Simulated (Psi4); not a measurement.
# singlet C2H2ClSi−: levels of theory compared

We compute a comparison of 3 runs (B3LYP/6-311+G**, BHLYP/6-311+G**, M06-L/6-311+G**) of singlet C2H2ClSi−. 

Program for the calculation: Psi4 1.11.

## Step 1: The system as given

C2H2ClSi−: 6 atoms, total charge -1, spin state singlet. SMILES of the parent species: `[C]#C[SiH2]Cl`. Geometry: relaxed at PBE0-D4/def2-TZVP. That shape belongs to the parent species and isn't relaxed for this state.

Bond lengths: C1–C2 1.212 Å, C2–Si3 1.820 Å, Si3–Cl4 2.045 Å, Si3–H5 1.477 Å, Si3–H6 1.477 Å. Angles: C1–C2–Si3 178.6°, C2–Si3–Cl4 109.3°, C2–Si3–H5 109.2°, C2–Si3–H6 109.2°, Cl4–Si3–H5 108.7°, Cl4–Si3–H6 108.7°, H5–Si3–H6 111.7°.

## Step 2: Energy and forces at B3LYP/6-311+G(d,p) (run 1)

c2h2clsi.in

```
memory 1600 mb

molecule {
  -1 1
  C      0.868400    -2.059200     1.138400
  C      0.473000    -1.050800     0.595000
  Si    -0.084700     0.485400    -0.206000
  Cl    -1.795500     0.115200    -1.263900
  H      0.959500     0.950800    -1.141600
  H     -0.378700     1.494700     0.831900
  units angstrom
  symmetry c1
}

set globals {
  puream true
  e_convergence 1e-09
  d_convergence 1e-08
  scf_type pk
  dft_radial_points 99
  dft_spherical_points 590
}

gradient('b3lyp/6-311+G**')
```

On the command line:

```console
psi4 -n 1 c2h2clsi.in c2h2clsi.out
```

c2h2clsi.out:

```text
[...]
  Running in c1 symmetry.
[...]
  Nuclear repulsion =  166.882499206048323
[...]
  Multiplicity = 1
[...]
  Nalpha       = 23
  Nbeta        = 23
[...]
    Number of basis functions: 116
[...]
   @RKS iter   1:  -826.72490955303658   -2.37460e-01   7.54806e-03 ADIIS/DIIS
[...]
   @RKS iter  13:  -827.17737755136625   -2.14868e-11   7.02418e-09 DIIS
[...]
  @RKS Final Energy:  -827.17737755136625
   => Energetics <=
    Nuclear Repulsion Energy =            166.8824992060483225
    One-Electron Energy =               -1480.2249719229821494
    Two-Electron Energy =                 535.3213666173123784
    DFT Exchange-Correlation Energy =     -49.1562714517448711
    Empirical Dispersion Energy =           0.0000000000000000
    VV10 Nonlocal Energy =                  0.0000000000000000
    Total Energy =                       -827.1773775513662486
[...]
 Multipole Moments:
 ------------------------------------------------------------------------------------
     Multipole            Electronic (a.u.)      Nuclear  (a.u.)        Total (a.u.)
 ------------------------------------------------------------------------------------
 L = 1.  Multiply by 2.5417464519 to convert [e a0] to [Debye]
 Dipole X            :         -4.3885525            2.7209990           -1.6675535
 Dipole Y            :          0.3000837            2.3879521            2.6880357
 Dipole Z            :         -3.0557468            1.1872842           -1.8684627
 Magnitude           :                                                    3.6738840
[...]
  -Total Gradient:
     Atom            X                  Y                   Z
    ------   -----------------  -----------------  -----------------
       1       -0.023160708265     0.058046670276    -0.031565559597
       2        0.028304894053    -0.076164450690     0.040036057758
       3       -0.035263073588     0.038731402401    -0.034568594368
       4        0.023521586914    -0.003114306301     0.016802451465
       5        0.002571665403    -0.008456447659     0.005725468252
       6        0.004027199349    -0.009033805861     0.003568582584
[...]
```

It took 34 s on 1 thread of Intel Xeon Platinum 8124M at 3.00GHz (Skylake/Cascade Lake), shared host; peak memory 0.68 GiB.

## Step 3: The energy at BHLYP/6-311+G(d,p) (run 2)

job.dat

```
memory 1600 mb

molecule molecule1 {
  -1 1
  C      0.868400    -2.059200     1.138400
  C      0.473000    -1.050800     0.595000
  Si    -0.084700     0.485400    -0.206000
  Cl    -1.795500     0.115200    -1.263900
  H      0.959500     0.950800    -1.141600
  H     -0.378700     1.494700     0.831900
  units angstrom
  symmetry c1
  no_reorient
  no_com
}

set basis 6-311+G**
set puream true
set e_convergence 1e-09
set d_convergence 1e-08
set scf_type pk
set dft_radial_points 99
set dft_spherical_points 590

energy_value, wavefunction = energy("bhhlyp", return_wfn=True)
oeprop(wavefunction, "QUADRUPOLE", "DIPOLE", "MULLIKEN_CHARGES")
print_variables()
```

On the command line:

```console
psi4 job.dat job.out -n 1
```

job.out:

```text
[...]
  Running in c1 symmetry.
[...]
  Nuclear repulsion =  166.882499206048294
[...]
  Multiplicity = 1
[...]
  Nalpha       = 23
  Nbeta        = 23
[...]
    Number of basis functions: 116
[...]
   @RKS iter   1:  -826.79105740516195   -5.33110e-01   6.11284e-03 DIIS/ADIIS
[...]
   @RKS iter  12:  -827.08849431251735   -1.15961e-11   6.21684e-09 DIIS
[...]
  @RKS Final Energy:  -827.08849431251735
   => Energetics <=
    Nuclear Repulsion Energy =            166.8824992060482941
    One-Electron Energy =               -1480.2071140642842693
    Two-Electron Energy =                 517.5735419560568289
    DFT Exchange-Correlation Energy =     -31.3374214103382656
    Empirical Dispersion Energy =           0.0000000000000000
    VV10 Nonlocal Energy =                  0.0000000000000000
    Total Energy =                       -827.0884943125173550
[...]
 Multipole Moments:
 ------------------------------------------------------------------------------------
     Multipole            Electronic (a.u.)      Nuclear  (a.u.)        Total (a.u.)
 ------------------------------------------------------------------------------------
 L = 1.  Multiply by 2.5417464519 to convert [e a0] to [Debye]
 Dipole X            :         42.9861540          -43.6150679           -0.6289139
 Dipole Y            :         17.1939609          -14.0983018            3.0956591
 Dipole Z            :         25.7367429          -26.9845332           -1.2477903
 Magnitude           :                                                    3.3964127
 L = 2.  Multiply by 1.3450342976 to convert [e a0^2] to [Debye ang]
 Quadrupole XX       :       -258.5369594          220.8222246          -37.7147347
 Quadrupole XY       :         68.3512591          -62.3403319            6.0109272
[...]
  Mulliken Charges: (a.u.)
   Center  Symbol    Alpha    Beta     Spin     Total
       1     C     3.30631  3.30631  0.00000 -0.61263
       2     C     3.21418  3.21418  0.00000 -0.42836
       3    SI     6.67223  6.67223  0.00000  0.65554
       4    CL     8.62945  8.62945  0.00000 -0.25891
       5     H     0.58888  0.58888  0.00000 -0.17775
       6     H     0.58895  0.58895  0.00000 -0.17789
   Total alpha = 23.00000, Total beta = 23.00000, Total charge = -1.00000
  Variable Map:
  ----------------------------------------------------------------------------
[...]
```

Run time: 22 s. Hardware: 1 thread of Intel Xeon Platinum 8124M at 3.00GHz (Skylake/Cascade Lake), shared host; peak memory 0.67 GiB.

## Step 4: The energy at M06-L/6-311+G(d,p) (run 3)

job.inp

```
memory 1600 MB

molecule mol {
  -1 1
  C      1.64103817    -3.89132404     2.15126422
  C      0.89384046    -1.98572421     1.12438704
  Si    -0.16005980     0.91727306    -0.38928358
  Cl    -3.39300326     0.21769645    -2.38842485
  H      1.81319222     1.79675160    -2.15731134
  H     -0.71563928     2.82457364     1.57206316
  units au
  symmetry c1
  no_reorient
  no_com
}

set basis 6-311+G**
set puream true
set e_convergence 1e-09
set d_convergence 1e-08
set scf_type pk
set dft_radial_points 99
set dft_spherical_points 590

e, wfn = energy('m06-l', return_wfn=True)
oeprop(wfn, 'MAYER_INDICES', 'QUADRUPOLE', 'MULLIKEN_CHARGES')
print_variables()
```

On the command line:

```console
psi4 -i job.inp -o job.out -n 1
```

job.out:

```text
[...]
  Running in c1 symmetry.
[...]
  Nuclear repulsion =  166.882499144287664
[...]
  Multiplicity = 1
[...]
  Nalpha       = 23
  Nbeta        = 23
[...]
    Number of basis functions: 116
[...]
   @RKS iter   1:  -826.63368726243436   -1.83549e-01   7.68560e-03 DIIS/ADIIS
[...]
   @RKS iter  14:  -827.11550237456868   -6.93490e-12   6.55515e-09 DIIS
[...]
  @RKS Final Energy:  -827.11550237456868
   => Energetics <=
    Nuclear Repulsion Energy =            166.8824991442876637
    One-Electron Energy =               -1480.5281455553933938
    Two-Electron Energy =                 547.5143379302410267
    DFT Exchange-Correlation Energy =     -60.9841938937040453
    Empirical Dispersion Energy =           0.0000000000000000
    VV10 Nonlocal Energy =                  0.0000000000000000
    Total Energy =                       -827.1155023745686776
[...]
 Multipole Moments:
 ------------------------------------------------------------------------------------
     Multipole            Electronic (a.u.)      Nuclear  (a.u.)        Total (a.u.)
 ------------------------------------------------------------------------------------
 L = 1.  Multiply by 2.5417464519 to convert [e a0] to [Debye]
 Dipole X            :         42.9675648          -43.6150679           -0.6475031
 Dipole Y            :         17.1299886          -14.0983018            3.0316868
 Dipole Z            :         25.7418900          -26.9845332           -1.2426432
 Magnitude           :                                                    3.3398424
 L = 2.  Multiply by 1.3450342976 to convert [e a0^2] to [Debye ang]
 Quadrupole XX       :       -257.7628039          220.8222249          -36.9405790
 Quadrupole XY       :         68.4231509          -62.3403320            6.0828190
[...]
  Mulliken Charges: (a.u.)
   Center  Symbol    Alpha    Beta     Spin     Total
       1     C     3.27390  3.27390  0.00000 -0.54781
       2     C     3.09793  3.09793  0.00000 -0.19587
       3    SI     6.80899  6.80899  0.00000  0.38202
       4    CL     8.62353  8.62353  0.00000 -0.24707
       5     H     0.59780  0.59780  0.00000 -0.19559
       6     H     0.59784  0.59784  0.00000 -0.19569
   Total alpha = 23.00000, Total beta = 23.00000, Total charge = -1.00000
  Mayer Bond Indices:
[...]
```

Run time: 49 s. Hardware: 1 thread of Intel Xeon Platinum 8124M at 3.00GHz (Skylake/Cascade Lake), shared host; peak memory 0.69 GiB.

## Step 5: All runs side by side

```csv
run,level,task,energy (Eh),HOMO energy (eV),LUMO energy (eV),HOMO–LUMO gap (eV),wall time
1,B3LYP/6-311+G**,gradient,-827.177378,-1.44,3.04,4.48,34 s
2,BHLYP/6-311+G**,energy,-827.088494,-2.95,3.53,6.48,22 s
3,M06-L/6-311+G**,energy,-827.115502,-0.35,3.21,3.56,49 s
```

## Step 6: Outcome

| quantity | value |
| --- | --- |
| run 3: total energy | -827.11550 Eh |
| run 3: HOMO energy | -0.35 eV |
| run 3: LUMO energy | 3.21 eV |
| run 3: HOMO–LUMO gap (to an unbound level, set by the basis) | 3.56 eV |

The HOMO–LUMO gap runs from 3.56 eV (M06-L/6-311+G**) to 6.48 eV (BHLYP/6-311+G**). The empty levels of an anion lie above zero and hang on the basis. Totals of different functionals can't be ranked against each other. All runs together took 1.7 min, the longest 49 s.
